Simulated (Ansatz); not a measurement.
**SiNiTe3: a trial structure relaxed**

Aim: relax SiNiTe3 from this start, cubic perovskite type (Pm-3m, No. 221), and see where it ends.

Computed with Ansatz 0.2.0 (DFT PBE, scalar-relativistic, plane waves, PAW, unless a step's input says otherwise).

**1. The starting structure**

Symmetry: Pm-3m, No. 221, cubic system. Conventional cell: a = 4.889 Å, b = 4.889 Å, c = 4.889 Å, α = 90.00°, β = 90.00°, γ = 90.00°. Around Si (site symmetry m-3m) lie 12 Te at 3.46 Å. Ni (site symmetry m-3m) is surrounded by 6 Te at 2.44 Å. Around Te (site symmetry 4/mmm) lie 2 Ni at 2.44 Å.

Structure file:

```xyz
5
Lattice="4.8893 0.0000 0.0000 0.0000 4.8893 0.0000 0.0000 0.0000 4.8893" Properties=species:S:1:pos:R:3 pbc="T T T"
Si    0.0000    0.0000    0.0000
Ni    2.4447    2.4447    2.4447
Te    0.0000    2.4447    2.4447
Te    2.4447    0.0000    2.4447
Te    2.4447    2.4447    0.0000
```

**2. Probe: one point at the start**

input.yaml reads:

```yaml
crystal:
  lattice:
    - [4.8893166091, 0.0, 0.0]
    - [0.0, 4.8893166091, 0.0]
    - [0.0, 0.0, 4.8893166091]
  atoms:
    - { symbol: Si, position: [0.0, 0.0, 0.0] }
    - { symbol: Ni, position: [0.5, 0.5, 0.5], spin: 2.0 }
    - { symbol: Te, position: [0.0, 0.5, 0.5] }
    - { symbol: Te, position: [0.5, 0.0, 0.5] }
    - { symbol: Te, position: [0.5, 0.5, 0.0] }
basis:
  ecutwfc: 420
kpoints:
  mp_grid: { grid: [4, 4, 4] }
hamiltonian:
  xc: pbe
scf:
  occupations: { method: gaussian, width: 0.1 }
  lower_state_search: "off"
output:
  forces: true
  stress: true
  eigenvalues: true
  populations: true
magnetization:
  spin_polarized: true
```

Started as:

```
> ansatz run input.yaml --threads 1 --pin off --max-ram 2560MiB --backend cpu --events-out ev --progress --plain --runs-dir out
```

The log of the run, shortened:

```text
[...]
SCF converged after 16 iterations
Magnetization: -0.0000 μB (35.0000 up, 35.0000 down)
Absolute magnetization: 0.0000 μB (∫|ρ↑−ρ↓|, with the PAW one-centre terms)
Spin contamination: 0.0000 ħ² per cell (⟨S²⟩ above its minimum at these occupations)
Per-site moments (μB) at R_I (Å): [(-9.567281884933842e-6, 1.4261234334858333), (8.872081200189951e-7, 1.008421550626875), (3.240397453750808e-7, 1.008421550626875), (3.2403974558793574e-7, 1.008421550626875), (3.2403974537959227e-7, 1.008421550626875)]
Free energy (F): -27412.546523 eV
[...]
E sigma→0 (E₀):  -27412.535472 eV
Entropy (-TS):   -0.022103 eV (-4.421 meV/atom)
Fermi energy:    10.962663 eV
[...]
--- Forces (eV/Å), atoms counted from 1 ---
  atom   1  Si    -0.00000000     0.00000000     0.00000000
  atom   2  Ni     0.00000000     0.00000000    -0.00000000
  atom   3  Te     0.00000000     0.00000000     0.00000000
  atom   4  Te    -0.00000000    -0.00000000     0.00000000
  atom   5  Te     0.00000000     0.00000000    -0.00000000
[...]
--- Stress (GPa, compression-positive) ---
        6.716259       0.000000      -0.000000
       -0.000000       6.716259       0.000000
        0.000000       0.000000       6.716259
  P = ⅓ Tr σ = 6.7163 GPa (67.163 kbar)
--- Band table (eV; the first three rows and the last of 20) ---
[...]
--- Löwdin populations: 5 sites ---
  site symbol       q [e]    m [muB]
     0     Si      4.1551    -0.0000
     1     Ni     17.6480     0.0000
     2     Te     15.9269     0.0000
     3     Te     15.9269     0.0000
     4     Te     15.9269     0.0000
  spilling = 0.005947 (of n_electrons = 70.000000)
```

Run time: 11 s. Hardware: 1 thread of Arm Neoverse V2, shared host; peak memory 0.43 GiB.

Site by site:

```
atom  Löwdin electrons
 Si1              4.16
 Ni2             17.65
 Te3             15.93
 Te4             15.93
 Te5             15.93
```

The Löwdin counts miss 0.42 of the 70 electrons, which the atomic orbitals do not span, so they are no charges.

The probe gives pressure 6.7 GPa, largest force 0.00 eV/Å, gap on this mesh none (metal). With stress or forces this large, a rough relaxation on a coarse mesh goes ahead of the careful one.

**3. Coarse relaxation**

Edit input.yaml of step 2 so:

```diff
@@ -7,3 +7,3 @@
     - { symbol: Si, position: [0.0, 0.0, 0.0] }
-    - { symbol: Ni, position: [0.5, 0.5, 0.5], spin: 2.0 }
+    - { symbol: Ni, position: [0.5, 0.5, 0.5] }
     - { symbol: Te, position: [0.0, 0.5, 0.5] }
@@ -24,4 +24,6 @@
   eigenvalues: true
-  populations: true
-magnetization:
-  spin_polarized: true
+relax:
+  adjacent_minimum: "off"
+  f_tol: 0.04
+  max_steps: 70
+  cell: { stress_tol: 0.4 }
```

Started as:

```
> ansatz run input.yaml --threads 1 --pin off --max-ram 2560MiB --backend cpu --events-out ev --progress --plain --runs-dir out
```

The log of the run, shortened:

```text
Warning: RAYON_NUM_THREADS=1 ignored (pool sized by the plan → 1); use --threads N
[...]
Pseudopotentials: kind: paw
Pseudopotential: Si, paw, valence charge 4, recommended cutoff 420 eV (normal), Si.paw.azcp
Pseudopotential: Ni, paw, valence charge 18, recommended cutoff 420 eV (normal), Ni.paw.azcp
Pseudopotential: Te, paw, valence charge 16, recommended cutoff 420 eV (normal), Te.paw.azcp
Functional definition: PBE
[...]
Crystal: 5 atoms, lattice volume = 116.881 Å³
Basis set: ecut = 420 eV, 2301 PW (Γ), exchange–correlation on 72×72×72 points (8 copies of the dense FFT grid, shifted against one another)
Bands: 42, of which v1, the nominal top of the filled ones, is band 35 counted from 1 (34 counted from 0)
Symmetry: 48 space group operations
Space group: Pm-3m (ITA 221), of the structure as read, at distance tolerance 4.9e-5 Å
k-points: 10 of 64
[...]
--- Stress (GPa, compression-positive) ---
       -0.330551       0.000000      -0.000000
        0.000000      -0.330551      -0.000000
       -0.000000      -0.000000      -0.330551
  P = ⅓ Tr σ = -0.3306 GPa (-3.306 kbar)
--- Band table (eV; the first three rows and the last of 10) ---
[...]
--- Relaxed structure (2 steps of the walk, 2 accepted, 1 SCFs on fresh bases) ---
  F+E_penalty+E_count = -27412.76492041 eV   max|allowed force component| = 6.587e-30 eV/Å   (the final SCF, on the basis selected at the relaxed cell)
  cell:  # Å, volume = 129.0541 Å³
    - [5.053480084063713, -6.098778157226247e-34, 2.5679065925163143e-34]
    - [-6.098778157226247e-34, 5.053480084063713, 0.0]
    - [2.5679065925163143e-34, 0.0, 5.053480084063713]
  atoms:
    - { symbol: Si, position: [-8.508364281694948e-34, 1.3655399464448678e-34, -6.302492060514777e-35] }
    - { symbol: Ni, position: [0.5, 0.5, 0.5] }
    - { symbol: Te, position: [-1.1554568777610423e-34, 0.5, 0.5] }
    - { symbol: Te, position: [0.5, 6.748918581467907e-34, 0.5] }
    - { symbol: Te, position: [0.5, 0.5, 5.409639018608517e-34] }
```

Wall time 9.5 s (1 thread of Arm Neoverse V2, shared host); peak memory 0.4 GiB.

Relaxation path:

```
step  energy from step 1 (eV/cell)  largest force component (eV/Å)  pressure (GPa)  volume (Å³)
   1                        0.0000                          0.0000            6.72       116.88
   2                       -0.2163                          0.0000           -0.33       129.05
   3                       -0.2184                          0.0000           -0.33       129.05
```

Step 1 is the start. Step 3 repeats the geometry before it on a plane-wave basis chosen anew for that cell, so its energy need not be comparable with the rows above.

|  | before | after | change |
| --- | --- | --- | --- |
| a (Å) | 4.889 | 5.053 | +3.4 % |
| b (Å) | 4.889 | 5.053 | +3.4 % |
| c (Å) | 4.889 | 5.053 | +3.4 % |
| volume (Å³/atom) | 23.38 | 25.81 | +10.4 % |
| shortest distance (Å) | 2.445 | 2.527 | +3.4 % |
| space group (0.01 Å) | Pm-3m | Pm-3m | same |

The run keeps the 48 symmetry operations of the start, so it could not have lowered the symmetry.

**4. Full relaxation**

input.yaml reads:

```yaml
crystal:
  lattice:
    - [5.0534800841, 0.0, 0.0]
    - [0.0, 5.0534800841, 0.0]
    - [0.0, 0.0, 5.0534800841]
  atoms:
    - { symbol: Si, position: [0.0, 0.0, 0.0] }
    - { symbol: Ni, position: [0.5, 0.5, 0.5] }
    - { symbol: Te, position: [0.0, 0.5, 0.5] }
    - { symbol: Te, position: [0.5, 0.0, 0.5] }
    - { symbol: Te, position: [0.5, 0.5, 0.0] }
basis:
  ecutwfc: 420
kpoints:
  mp_grid: { grid: [8, 8, 8] }
hamiltonian:
  xc: pbe
scf:
  occupations: { method: gaussian, width: 0.1 }
output:
  forces: true
  stress: true
  eigenvalues: true
relax:
  adjacent_minimum: "off"
  f_tol: 0.01
  max_steps: 80
  cell: { stress_tol: 0.05 }
```

Started as:

```
> ansatz run input.yaml --threads 1 --pin off --max-ram 2560MiB --backend cpu --events-out ev --progress --plain --runs-dir out
```

The log of the run, shortened:

```text
Warning: RAYON_NUM_THREADS=1 ignored (pool sized by the plan → 1); use --threads N
[...]
[... 5 set-up lines as earlier in the session ...]
[...]
Crystal: 5 atoms, lattice volume = 129.054 Å³
Basis set: ecut = 420 eV, 2517 PW (Γ), exchange–correlation on 72×72×72 points (8 copies of the dense FFT grid, shifted against one another)
Bands: 42, of which v1, the nominal top of the filled ones, is band 35 counted from 1 (34 counted from 0)
[... 1 set-up line as earlier in the session ...]
Space group: Pm-3m (ITA 221), of the structure as read, at distance tolerance 5.1e-5 Å
k-points: 35 of 512
[...]
--- Stress (GPa, compression-positive) ---
        0.031323       0.000000       0.000000
        0.000000       0.031323       0.000000
        0.000000       0.000000       0.031323
  P = ⅓ Tr σ = 0.0313 GPa (0.313 kbar)
--- Band table (eV; the first three rows and the last of 35) ---
[...]
--- Relaxed structure (2 steps of the walk, 2 accepted, 1 SCFs on fresh bases) ---
  F+E_penalty+E_count = -27412.70039901 eV   max|allowed force component| = 1.304e-29 eV/Å   (the final SCF, on the basis selected at the relaxed cell)
  cell:  # Å, volume = 128.2486 Å³
    - [5.04294479937773, -1.7654357823549661e-34, 3.209883240645393e-35]
    - [1.6049416203226965e-35, 5.04294479937773, 0.0]
    - [-3.209883240645393e-35, 0.0, 5.04294479937773]
  atoms:
    - { symbol: Si, position: [2.977419014248466e-36, -7.195429284433794e-38, 2.2826879109238243e-37] }
    - { symbol: Ni, position: [0.5, 0.5, 0.5] }
    - { symbol: Te, position: [-3.374408216148261e-36, 0.5, 0.5] }
    - { symbol: Te, position: [0.5, 1.422958170559579e-36, 0.5] }
    - { symbol: Te, position: [0.5, 0.5, 2.9774190142484933e-38] }
```

Run time: 29 s. Hardware: 1 thread of Arm Neoverse V2, shared host; peak memory 0.47 GiB.

Step by step:

| step | energy from step 1 (eV/cell) | largest force component (eV/Å) | pressure (GPa) | volume (Å³) |
| --- | --- | --- | --- | --- |
| 1 | 0.0000 | 0.0000 | -0.33 | 129.05 |
| 2 | -0.0009 | 0.0000 | 0.03 | 128.25 |
| 3 | -0.0007 | 0.0000 | 0.03 | 128.25 |

Step 1 is the start. Step 3 repeats the geometry before it on a plane-wave basis chosen anew for that cell, so its energy need not be comparable with the rows above.

|  | before | after | change |
| --- | --- | --- | --- |
| a (Å) | 5.053 | 5.043 | -0.2 % |
| b (Å) | 5.053 | 5.043 | -0.2 % |
| c (Å) | 5.053 | 5.043 | -0.2 % |
| volume (Å³/atom) | 25.81 | 25.65 | -0.6 % |
| shortest distance (Å) | 2.527 | 2.521 | -0.2 % |
| space group (0.01 Å) | Pm-3m | Pm-3m | same |

The run keeps the 48 symmetry operations of the start, so it could not have lowered the symmetry.

**5. Results**

Formation energies count from the elements, computed with the same settings in runs not shown here.

| quantity | value |
| --- | --- |
| cell | a = 5.043 Å, b = 5.043 Å, c = 5.043 Å, α = 90.00°, β = 90.00°, γ = 90.00° |
| space group | Pm-3m (No. 221) |
| volume | 25.65 Å³/atom |
| gap on the mesh | none (metal) |
| formation energy from the elements | +0.544 eV/atom |

**Reading.** The space group stayed Pm-3m, and from the first guess the volume went from 23.38 to 25.65 Å³/atom. The formation energy of +0.54 eV/atom is positive, so the elements lie lower than this structure; another structure of the compound can lie lower. Spin-orbit coupling is left out for Te. A spin-polarised run here lost its starting moments, which speaks against magnetism, though one start doesn't rule it out.
